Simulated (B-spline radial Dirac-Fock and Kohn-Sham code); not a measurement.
# Inner shells of Dy⁴⁺

Wanted for Dy⁴⁺: its subshell photoemission cross sections and angular parameters.

The numbers are computed with B-spline radial Dirac-Fock and Kohn-Sham code (version 3): a free atom or ion on a radial basis; each step names its model.

## Step 1: What is computed

Dy⁴⁺, 1s2 2s2 2p6 3s2 3p6 3d10 4s2 4p6 4d10 4f8 5s2 5p6.

```
nuclear charge     : 66
electrons          : 62
mass number        : 164
nuclear rms radius : 5.2218 fm
```

Outer shells as boxes (Hund's rule, for the drawing alone; heavy ions are jj-coupled, and the calculation averages over the configuration):

```
[Xe] core
4f [↑↓][↑ ][↑ ][↑ ][↑ ][↑ ][↑ ]
```

## Step 2: Subshell photoionisation with angular terms

Model: subshell photoionisation in the Dirac-Hartree-Slater potential with a Latter tail: cross sections with all multipoles, angular parameters from E1 and its interference with E2.

Recorded inputs:

```ini
task = xps
Z = 66
charge = 4
configuration = 1s2 2s2 2p6 3s2 3p6 3d10 4s2 4p6 4d10 4f8 5s2 5p6
mass_number = 164
rms_radius = 5.2218  # fm
photon_energy = [60, 114.0, 142.0, 148.0, 153.0, 276.0, 299.0, 312.0, 314.0, 382.0, 400, 448.0, 470.0, 478.0, 502.0, 629.0, 876.0, 882.0, 1000, 1410.0, 1486.9, 1800.0, 1900.0, 2000, 2250.0, 4100.0, 9251.7, 12000, 13000.0, 15000]  # eV
shells = ["K", "L1", "L2", "L3", "M1", "M2", "M3", "M4", "M5", "N1", "N2", "N3", "N4", "N5", "N6", "N7", "O1", "O2", "O3"]
thresholds = [53918.846, 9072.27837, 8650.30901, 7839.98664, 2079.71495, 1892.37852, 1723.05503, 1397.37151, 1360.08896, 463.835651, 388.841696, 350.417521, 225.467961, 218.352777, 66.6512257, 65.5261896, 102.364401, 80.0654589, 73.9770259]  # eV
thresholds_from = ["orbital energy", "orbital energy", "orbital energy", "orbital energy", "orbital energy", "orbital energy", "orbital energy", "orbital energy", "orbital energy", "orbital energy", "orbital energy", "orbital energy", "orbital energy", "orbital energy", "orbital energy", "orbital energy", "orbital energy", "orbital energy", "orbital energy"]
```

Q: Predict the outcome of this session.

As calculated:

| quantity | value |
| --- | --- |
| total at 1486.9 eV | 1530 kb |
| strongest subshell at 1486.9 eV | M5 (3d5/2), 720 kb, β = 0.50 |

**Reading.** M5 (3d5/2) leads at 1486.9 eV with 47 % of the total, and the L shell holds 78 % at 15000 eV. Under 200 eV, coupling between channels can change such values by tens of per cent. The Hartree-Fock and Dirac-Fock values hold no electron correlation.
